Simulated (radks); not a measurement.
# Nuclear size and the levels of Ho⁺

The task here is to estimate one member of a computed series from the others.

Method: Dirac Kohn-Sham, PBE, spin-unpolarised, spherical densities, finite nucleus; open shells are shared between the two j in proportion to 2j + 1. Code: radks (a radial shooting solver on a logarithmic mesh, Libxc functionals) version 1.

### Starting point

```
element            : holmium (Z = 67)
charge             : +1
electrons          : 66
configuration      : [Xe] 4f11 6s1
nuclear rms radius : 5.2022 fm
```

Outer shells as boxes (Hund's rule):

Ho⁺
```
[Xe] core
4f [↑↓][↑↓][↑↓][↑↓][↑ ][↑ ][↑ ]
6s [↑ ]
```

Set-up of the first run:

Input:

```text
Z 67
configuration [Xe] 4f11 6s1 5d0 6p0
relativity Dirac
functional pbe,pbe
spin unpolarised
j_filling average
nucleus finite rms 5.2022 fm
c 137.035999084
```

Steps of the session up to this table: rms radius 5.2022 fm.

One of the session's tables, all rows but one given; the rest of the session is left out.

It belongs to the step «rms radius 5.2022 fm». Sizes of the orbitals, from the radial functions (bohr):

| level | <r> | outermost maximum (interpolated) | 90 % within | nodes |
| --- | --- | --- | --- | --- |
| 5p3/2 | 1.552 | 1.33 | 2.29 | 3 |
| 4f5/2 | 0.8390 | 0.521 | 1.47 | 0 |
| 4f7/2 | 0.8599 | 0.526 | 1.52 | 0 |
| 6s1/2 | 3.674 | 3.19 | 5.36 | 5 |
| 5d3/2 | 2.746 | 1.96 | 4.46 | 2 |
| 5d5/2 | 2.837 | 2.02 | 4.61 | 2 |
| 6p1/2 | 4.605 | 3.98 | 6.75 | 4 |
| 6p3/2 | ? | ? | ? | ? |

**Question.** Estimate the row for 6p3/2.

**Answer.** <r>: 4.872; outermost maximum (interpolated): 4.24; 90 % within: 7.11; nodes: 4. In the column «<r>» it is the highest.
